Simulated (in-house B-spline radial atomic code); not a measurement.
**Sb³³⁺: removal energies from Koopmans to screened self-energies**

Aim: the energy to take one electron from the outer subshells of Sb³³⁺, from Koopmans' value through relaxation to four self-energies.

Method: Dirac-Hartree-Fock with a diagonal self-energy (second order, or its direct term screened), Breit and QED, no-pair Dirac-Coulomb, B-spline basis. Code: an in-house B-spline radial atomic code, version 1.

## Step 1: The system

| Property | Result |
| --- | --- |
| element | antimony (Z = 51) |
| charge | +33 |
| closed shells | [Ne] 3s2 3p6 |
| nucleus | mass number 121, rms radius 4.680 fm |

Outer shells as boxes (Hund's rule):

Sb33+
```
[Ne] core
3s [↑↓]
3p [↑↓][↑↓][↑↓]
```

## Step 2: Running the holes

Settings:

```ini
basis_form = 2
Z = 51
core_configuration = [Ne] 3s2 3p6
rms_radius = 4.6802
mass_number = 121
speed_of_light = 137.035999084
box_radius = 3.354
lmax = 7
intervals = 58
virtual_cutoff = 10404.0
```

Launch:

```
$ python run_mb.py task.json out
```

task.json holds these settings.

Results of the run (chosen fields of its result record, rounded):

```text
{
  "status": "converged",
  "lowest_core_excitation [hartree]": 5.51375,
  "holes": [
    {"name": "3p3/2", "koopmans": 80.588506, "dscf": 80.550543, "qp": [80.631727, 80.623503, 80.621631, 80.624654], "z": [0.9899, 0.9944, 0.9909, 0.9903], "breit": -0.055952, "qed": -0.0020536},
    {"name": "3p1/2", "koopmans": 82.805911, "dscf": 82.764485, "qp": [82.833393, 82.833347, 82.823252, 82.825275], "z": [0.9893, 0.9943, 0.9899, 0.9893], "breit": -0.0879203, "qed": 0.00199982}
  ]
}
```

Run time: 10 s. Hardware: 1 thread, shared host.

In the record, qp and z list four self-energies in this order: second order, direct RPA screening, with hole-particle interaction, full TDHF screening. Energies are in hartree.

## Step 3: The removal energies in eV

| subshell | Koopmans | ΔSCF | second order | direct RPA | with hole-particle | TDHF | Breit | QED | final |
| --- | --- | --- | --- | --- | --- | --- | --- | --- | --- |
| 3p3/2 | 2192.9 | 2191.9 | 2194.1 | 2193.9 | 2193.8 | 2193.9 | -1.5 | -0.056 | 2192.3 |
| 3p1/2 | 2253.3 | 2252.1 | 2254.0 | 2254.0 | 2253.7 | 2253.8 | -2.4 | +0.054 | 2251.5 |

All in eV; the final value is TDHF screening with Breit and QED.

Each rung against the tabulated theoretical ionisation energy, 2190.0 ± 5 eV (all rungs come from the one run above):

| rung | value (eV) | miss (eV) | miss (%) |
| --- | --- | --- | --- |
| Koopmans | 2192.9 | +2.9 | +0.13 |
| ΔSCF | 2191.9 | +1.9 | +0.086 |
| second order | 2194.1 | +4.1 | +0.19 |
| direct RPA | 2193.9 | +3.9 | +0.18 |
| with hole-particle | 2193.8 | +3.8 | +0.17 |
| TDHF | 2193.9 | +3.9 | +0.18 |
| final | 2192.3 | +2.3 | +0.11 |

## Step 4: Summary of results

| quantity | value |
| --- | --- |
| outermost subshell | 3p3/2 |
| Koopmans | 2192.9 eV |
| final removal energy | 2192.3 eV |
| weight of the hole state (TDHF) | 0.990 |
| tabulated theoretical ionisation energy | 2190.0 ± 5 eV (NIST Atomic Spectra Database, ionization energies) |

In words: From Koopmans' 2193 eV the 3p3/2 removal energy moves down by 0.59 eV. Relaxation alone (ΔSCF) lowers it by 1.0 eV, and correlation gives back 2.0 eV, since the species with more electrons has more of it. Breit and QED together add -1.6 eV. The 3p doublet is split by 59.1 eV (60.3 eV in Koopmans' values). The tabulated theoretical ionisation energy is 2190.0 ± 5 eV: Koopmans is off by +2.9 eV, second order by +4.1 eV and the final value by +2.3 eV; here the rung 'ΔSCF' happens to come nearest (+1.9 eV). Every rung lies within the reference's own uncertainty, so it ranks none.
